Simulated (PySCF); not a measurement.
# Ge2H6Te (Te(GeH3)2): the cost of one run

Programs: PySCF 2.14.0, with density-fitted response routines of our own. Each step states its level of theory. These are calculated values for one molecule in the gas phase, unless marked as measured. Atoms count from 0, in the outputs and in this text.

## 1. Starting geometry

9 atoms, charge 0, multiplicity 1; geometry from: GFN2-xTB. The atoms were then displaced at random by about 0.03 Å, so the start is not that level's minimum.

Bonds of the start (Å): Te0–Ge1 2.44, Te0–Ge5 2.56, Ge1–H2 1.50, Ge1–H3 1.60, Ge1–H4 1.49, Ge5–H6 1.46, Ge5–H7 1.50, Ge5–H8 1.54.

## 2. Geometry optimisation at PBE0-D3(BJ)/def2-SVP

The job: settings as JSON, then the geometry in Å.

```
{"job": {"xc": "PBE0", "basis": "def2-SVP", "d3": "d3bj", "grid": 1, "maxiter": 40, "shake": 0.03, "kind": "geom"}, "charge": 0, "multiplicity": 1}
Te     0.063400    -0.048700    -1.772930
Ge     1.808790    -0.031610    -0.061110
H      1.728020     1.106840     0.904860
H      3.249390     0.074860    -0.757040
H      1.860490    -1.288090     0.743730
Ge    -1.837270     0.036570    -0.066940
H     -3.112620    -0.159670    -0.749700
H     -1.895580     1.305050     0.722950
H     -1.731880    -1.064700     1.010520
```

Command:

```sh
OMP_NUM_THREADS=1 python probes_run.py task.json out
```

One launch serves the whole session: the jobs run in the order shown.

Q: Estimate the wall time and peak memory of this first job on 1 thread of Intel Xeon at 2.50GHz, shared host.

About 1.8 min, with a peak of 0.48 GiB.
